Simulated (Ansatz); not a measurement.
**CH5FOSn: basis-set convergence**

One table from this session's results is given with a row withheld; the runs are named, their logs left out.

Program: Ansatz 0.2.0, Gaussian basis. Level of theory: one geometry, several basis sets. These are calculated values, not measurements.

Plan: PBE0-D4/def2-SVP; ωB97M-V/def2-SVP; PBE0-D4/def2-QZVPP; ωB97M-V/def2-QZVPP; the functionals' def2-TZVPP values are taken from earlier runs.

### The geometry

An earlier PBE0-D4 in a triple-zeta def2 set relaxation fixed the geometry. Sn takes the def2 core potential; no spin-orbit term is included.

9 atoms, charge 0, spin multiplicity 1.

Atoms are counted from 1 here; the program's logs count them from 0.

Bond lengths: C1–O2 1.409 Å, C1–H5 1.093 Å, C1–H6 1.099 Å, C1–H7 1.096 Å, O2–Sn3 1.945 Å, Sn3–F4 1.923 Å, Sn3–H8 1.701 Å, Sn3–H9 1.692 Å. Angles: O2–C1–H5 108.0°, O2–C1–H6 112.6°, O2–C1–H7 111.9°, H5–C1–H6 107.7°, H5–C1–H7 108.2°, H6–C1–H7 108.2°, C1–O2–Sn3 120.6°, O2–Sn3–F4 105.1°, O2–Sn3–H8 110.5°, O2–Sn3–H9 106.7°, F4–Sn3–H8 104.5°, F4–Sn3–H9 107.3°, H8–Sn3–H9 121.6°.

Set-up of the first run:

The input, in.yaml:

```yaml
crystal:
  periodic: [false, false, false]
  atoms:
    - {symbol: C, position_ang: [0.518538, 1.372893, 0.070109]}
    - {symbol: O, position_ang: [0.867979, 0.081759, -0.373761]}
    - {symbol: Sn, position_ang: [-0.399463, -1.388413, -0.243779]}
    - {symbol: F, position_ang: [-0.697383, -1.629434, 1.640452]}
    - {symbol: H, position_ang: [1.313338, 2.060460, -0.231110]}
    - {symbol: H, position_ang: [-0.420600, 1.731668, -0.373365]}
    - {symbol: H, position_ang: [0.422056, 1.418188, 1.160875]}
    - {symbol: H, position_ang: [-1.915958, -0.924269, -0.859885]}
    - {symbol: H, position_ang: [0.399891, -2.769053, -0.806436]}
basis:
  gaussian: {orbitals: def2-SVP}
hamiltonian: {xc: pbe0, dispersion: d4}
output: {orbitals: {seedname: orbitals}}
```

Steps of the session up to this table: PBE0-D4 in def2-SVP; ωB97M-V in def2-SVP; PBE0-D4 in def2-QZVPP; ωB97M-V in def2-QZVPP.

One table of the session follows, with a row left open; its other results are not shown here.

It belongs to the step «Functionals by basis». 

| functional | basis | HOMO (eV) |
| --- | --- | --- |
| PBE0-D4 | def2-SVP | -7.87 |
| PBE0-D4 | def2-TZVPP | -8.04 |
| PBE0-D4 | def2-QZVPP | -8.07 |
| ωB97M-V | def2-SVP | -10.26 |
| ωB97M-V | def2-TZVPP | ? |
| ωB97M-V | def2-QZVPP | -10.49 |

Q: Estimate the row for ωB97M-V, def2-TZVPP from the others.

As computed: HOMO (eV): -10.45. In the column «HOMO (eV)» it lies between ωB97M-V, def2-QZVPP (-10.49) and ωB97M-V, def2-SVP (-10.26).
